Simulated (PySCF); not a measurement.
# CH2I (the Iodomethyl Radical): the cost of one run

Computed with PySCF 2.14.0 and routines of our own; the level stands in each step. Atoms count from 0.

## (1) The system as given

4 atoms, charge 0, multiplicity 2; geometry from: GFN2-xTB.

## (2) Optimising the geometry at PBE0-D3(BJ)/def2-SVP

The job: settings as JSON, then the geometry in Å.

```
{"job": {"xc": "PBE0", "basis": "def2-SVP", "d3": "d3bj", "grid": 1, "maxiter": 30, "shake": 0.01, "kind": "geom"}, "charge": 0, "multiplicity": 2}
C     -0.234850    -0.019730     0.075580
I      1.786210    -0.038160    -0.025640
H     -0.765870     0.948230    -0.035970
H     -0.747500    -0.915710    -0.046980
```

Launch:

```console
$ OMP_NUM_THREADS=1 python heavy_run.py task.json out
```

The driver reads the jobs from task.json and runs them one after another.

Q: Estimate the wall time and peak memory of this first job on 1 thread of Arm Neoverse V2, shared host.

About 6.2 s, with a peak of 0.26 GiB.
